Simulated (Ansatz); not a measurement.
# C2H4Si2: the cost of one run

Method: RKS B3LYP-D4/def2-SVP, in Ansatz 0.2.0.

## 1. The starting structure

Bond lengths: Si1–C2 1.707 Å, C2–C3 1.400 Å, C3–Si4 1.780 Å, Si1–H5 1.450 Å, C3–H6 1.089 Å, Si4–H7 1.454 Å, Si4–H8 1.458 Å. Angles: Si1–C2–C3 139.0°, C2–Si1–H5 154.6°, C2–C3–Si4 123.0°, C2–C3–H6 120.2°, Si4–C3–H6 116.6°, C3–Si4–H7 125.4°, C3–Si4–H8 120.9°, H7–Si4–H8 113.5°.

Structure file:

```xyz
8

Si   -0.6281    2.5209   -0.2498
C    -0.4919    0.8220   -0.1564
C     0.3724   -0.1412    0.3788
Si    0.3688   -1.8429   -0.1427
H    -1.3473    3.7702   -0.4021
H     1.0325    0.1137    1.2061
H    -0.4600   -2.3973   -1.2005
H     1.1536   -2.8455    0.5667
```

## 2. End point A

input.yaml reads:

```yaml
crystal:
  periodic: [false, false, false]
  atoms:
    - { symbol: Si, position_ang: [-0.62808, 2.52092, -0.24982] }
    - { symbol: C, position_ang: [-0.49189, 0.82204, -0.15642] }
    - { symbol: C, position_ang: [0.37236, -0.14125, 0.37881] }
    - { symbol: Si, position_ang: [0.36881, -1.84286, -0.14274] }
    - { symbol: H, position_ang: [-1.34725, 3.77023, -0.40205] }
    - { symbol: H, position_ang: [1.03253, 0.11373, 1.20606] }
    - { symbol: H, position_ang: [-0.46003, -2.39726, -1.20053] }
    - { symbol: H, position_ang: [1.15356, -2.84554, 0.5667] }
basis:
  gaussian: { orbitals: def2-SVP }
hamiltonian:
  xc: b3lyp
  dispersion: d4
relax:
  f_tol: 0.015
  max_steps: 40
output:
  orbitals: {}
```

The run is started by

```
ansatz run input.yaml --threads 1 --pin off --max-ram 2048MiB --backend cpu --events-out ev --progress --plain --runs-dir out
```

Q: Estimate wall time and peak memory on 1 thread of Arm Neoverse V1, shared host.

About 85 s, with a peak of 0.16 GiB.
